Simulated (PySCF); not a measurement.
# C12H14O: the cost of one run

Computed with PySCF 2.14.0 and routines of our own; the level stands in each step. Atoms count from 0.

### 1 The system as given

27 atoms, charge 0, multiplicity 1; geometry from: GFN2-xTB.

### 2 NMR shifts: GIAO KT3/pcSseg-1

What the job is given:

```
{"job": {"kind": "nmr", "xc": "KT3", "basis": "pcSseg-1", "pop": false}, "charge": 0, "multiplicity": 1}
O     -0.144540    -2.196166    -0.161857
C      0.104269    -1.038292     0.093704
C      1.439173    -0.458291    -0.220170
C      1.813958     0.851709     0.075574
C      3.081842     1.300927    -0.244810
C      3.991216     0.457237    -0.861865
C      3.628565    -0.844879    -1.165431
C      2.363830    -1.295961    -0.846341
C     -0.925699    -0.108862     0.712302
C     -1.446900     0.886602    -0.358657
C     -2.940129     0.584278    -0.508247
C     -3.341162     0.038503     0.857089
C     -2.165512    -0.864476     1.210309
H      1.126220     1.530564     0.554351
H      3.364101     2.316730    -0.009558
H      4.980714     0.814475    -1.104428
H      4.332002    -1.506254    -1.648731
H      2.060397    -2.307217    -1.072997
H     -0.454912     0.430915     1.537082
H     -1.303841     1.914146    -0.022045
H     -0.918370     0.769238    -1.305435
H     -3.091669    -0.185153    -1.265930
H     -3.507270     1.468487    -0.795501
H     -3.422272     0.853525     1.578806
H     -4.286922    -0.499404     0.832784
H     -2.241097    -1.805505     0.662733
H     -2.107928    -1.091022     2.273944
```

With the program's defaults for keys left out, this is: GIAO KT3/pcSseg-1 NMR shielding, non-relativistic, gas phase.

On the command line:

```bash
OMP_NUM_THREADS=1 python large_run.py task.json out
```

One launch serves the whole session: the jobs run in the order shown.

Q: Estimate the wall time and peak memory of this job on 1 thread of Arm Neoverse N1, shared host.

About 42 s, with a peak of 0.53 GiB.
